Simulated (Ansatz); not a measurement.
# C4H12Ga2O: one species, many methods

Aim: compute C4H12Ga2O with functionals from several rungs and with coupled cluster, and see how far each lands from CCSD(T) at the basis-set limit for the atomisation energy.

Computed with Ansatz 0.2.0, Gaussian basis. Level: functionals in def2-TZVPP, the program's frozen cores in correlated methods.

The runs, in order: LDA (SPW92), PBE-D4, revPBE-D4, BLYP-D4, r2SCAN-D4, B97M-V, PBE0-D4, B3LYP-D4, r2SCANh-D4, r2SCAN0-D4, HSE06-D4, BHLYP-D4, CAM-B3LYP-D4, LC-ωPBE, ωB97X-V, ωB97M-V, B2PLYP, PBE-QIDH; CCSD(T)/def2-SVP; CCSD(T)/def2-TZVPP; MP2/def2-QZVPP; extrapolation to the limit; RPA on PBE.

**1. The relaxed structure**

An earlier PBE0-D4 in a triple-zeta def2 set relaxation fixed the geometry.

SMILES `[CH3][Ga]([CH3])[O][Ga]([CH3])[CH3]`, 19 atoms, charge 0, spin multiplicity 1.

Atoms are counted from 1 here; the program's logs count them from 0.

Bond lengths: C1–Ga2 1.963 Å, C1–H8 1.090 Å, C1–H9 1.093 Å, C1–H10 1.093 Å, Ga2–C3 1.971 Å, Ga2–O4 1.787 Å, C3–H11 1.091 Å, C3–H12 1.093 Å, C3–H13 1.093 Å, O4–Ga5 1.786 Å, Ga5–C6 1.963 Å, Ga5–C7 1.971 Å, C6–H14 1.090 Å, C6–H15 1.093 Å, C6–H16 1.093 Å, C7–H17 1.091 Å, C7–H18 1.093 Å, C7–H19 1.093 Å. Angles: Ga2–C1–H8 110.5°, Ga2–C1–H9 110.7°, Ga2–C1–H10 110.7°, H8–C1–H9 108.9°, H8–C1–H10 108.8°, H9–C1–H10 107.2°, C1–Ga2–C3 127.7°, C1–Ga2–O4 114.9°, C3–Ga2–O4 117.5°, Ga2–C3–H11 112.2°, Ga2–C3–H12 110.1°, Ga2–C3–H13 110.3°, H11–C3–H12 108.4°, H11–C3–H13 108.5°, H12–C3–H13 107.2°, Ga2–O4–Ga5 135.9°, O4–Ga5–C6 114.9°, O4–Ga5–C7 117.4° and more.

**2. LDA**

This LDA is Slater exchange with PW92 correlation.

File in.yaml:

```yaml
crystal:
  periodic: [false, false, false]
  atoms:
    - {symbol: C, position_ang: [-1.096315, -2.889603, -1.579964]}
    - {symbol: Ga, position_ang: [-0.263144, -1.156587, -1.185047]}
    - {symbol: C, position_ang: [1.001867, -0.144942, -2.308019]}
    - {symbol: O, position_ang: [-0.745094, -0.428501, 0.373555]}
    - {symbol: Ga, position_ang: [-0.160669, 0.914327, 1.396694]}
    - {symbol: C, position_ang: [-1.385170, 1.450804, 2.834085]}
    - {symbol: C, position_ang: [1.615376, 1.663282, 0.984771]}
    - {symbol: H, position_ang: [-1.764505, -3.185653, -0.770967]}
    - {symbol: H, position_ang: [-1.668010, -2.840835, -2.510313]}
    - {symbol: H, position_ang: [-0.334806, -3.663104, -1.709578]}
    - {symbol: H, position_ang: [1.155744, -0.615223, -3.280493]}
    - {symbol: H, position_ang: [1.969602, -0.067062, -1.805661]}
    - {symbol: H, position_ang: [0.637321, 0.872901, -2.467932]}
    - {symbol: H, position_ang: [-2.294168, 0.849518, 2.805966]}
    - {symbol: H, position_ang: [-1.655850, 2.505492, 2.738096]}
    - {symbol: H, position_ang: [-0.910748, 1.327193, 3.811074]}
    - {symbol: H, position_ang: [1.920732, 2.420575, 1.708564]}
    - {symbol: H, position_ang: [2.367325, 0.869946, 0.974667]}
    - {symbol: H, position_ang: [1.610532, 2.117471, -0.009489]}
basis:
  gaussian: {orbitals: def2-TZVPP}
hamiltonian: {xc: lda}
output: {orbitals: {seedname: orbitals}}
```

Started as:

```sh
$ ansatz run in.yaml --threads 5 --pin off --events-out ev --progress --plain --max-ram 66560MiB --backend cuda --devices 0, --max-vram 37GiB
```

The runs that follow: PBE-D4 (GGA); revPBE-D4 (GGA); BLYP-D4 (GGA); r2SCAN-D4 (meta-GGA); B97M-V (meta-GGA); B3LYP-D4 (hybrid); r2SCANh-D4 (hybrid); r2SCAN0-D4 (hybrid); HSE06-D4 (hybrid); BHLYP-D4 (hybrid); CAM-B3LYP-D4 (range-separated); LC-ωPBE (range-separated); ωB97X-V (range-separated); ωB97M-V (range-separated); B2PLYP (double hybrid); PBE-QIDH (double hybrid); CCSD(T) in def2-SVP; CCSD(T) in def2-TZVPP; MP2 in def2-QZVPP; RPA on PBE orbitals.

Before running them: what should the planned runs give, taken together? Wanted: atomisation energy, CCSD(T)/CBS; farthest beyond LDA; mean size of error, GGA; mean size of error, meta-GGA; mean size of error, hybrid; mean size of error, range-separated; mean size of error, double hybrid; gap, smallest and largest; T1 diagnostic.

As calculated:

| quantity | value |
| --- | --- |
| atomisation energy, CCSD(T)/CBS | 6930.0 kJ/mol |
| functionals within 69.3 kJ/mol (1.0 %) | PBE-D4, r2SCAN-D4, B97M-V, PBE0-D4, B3LYP-D4, r2SCANh-D4, HSE06-D4, CAM-B3LYP-D4, LC-ωPBE, ωB97X-V, ωB97M-V, PBE-QIDH |
| farthest beyond LDA | BHLYP-D4 (-202.3 kJ/mol) |
| mean size of error, GGA | 86.7 kJ/mol |
| mean size of error, meta-GGA | 16.9 kJ/mol |
| mean size of error, hybrid | 73.1 kJ/mol |
| mean size of error, range-separated | 24.9 kJ/mol |
| mean size of error, double hybrid | 69.2 kJ/mol |
| gap, smallest and largest | 4.50 eV (LDA (SPW92)), 11.50 eV (LC-ωPBE) |
| T1 diagnostic | 0.0130 |
| triples share of the correlation energy | 3.9 % |

In words: LDA overbinds by 864.0 kJ/mol (12 %). PBE-D4 misses by +42.7 kJ/mol. Double hybrids carry the basis error of their MP2 part in triple zeta, and no dispersion term here, so their miss is partly the set-up's. The rungs meta-GGA, range-separated, double hybrid miss on average by less than the doubt on the reference (69.3 kJ/mol), so they tie. Misses under about 69.3 kJ/mol are within the doubt on the reference itself, which lacks core-valence correlation, relativity and higher excitations, and its outer-core shells are covered unevenly. Hartree-Fock recovers 74 % of the binding; the rest is correlation. CCSD(T) in def2-SVP is off by -331.6 kJ/mol, more than most functionals: a good method in a small basis is no reference. The gap grows from 4.5 to 11.5 eV across the functionals, mostly with the share of exact exchange. Correlated methods include outer-core shells of Ga, which these sets cover unevenly.
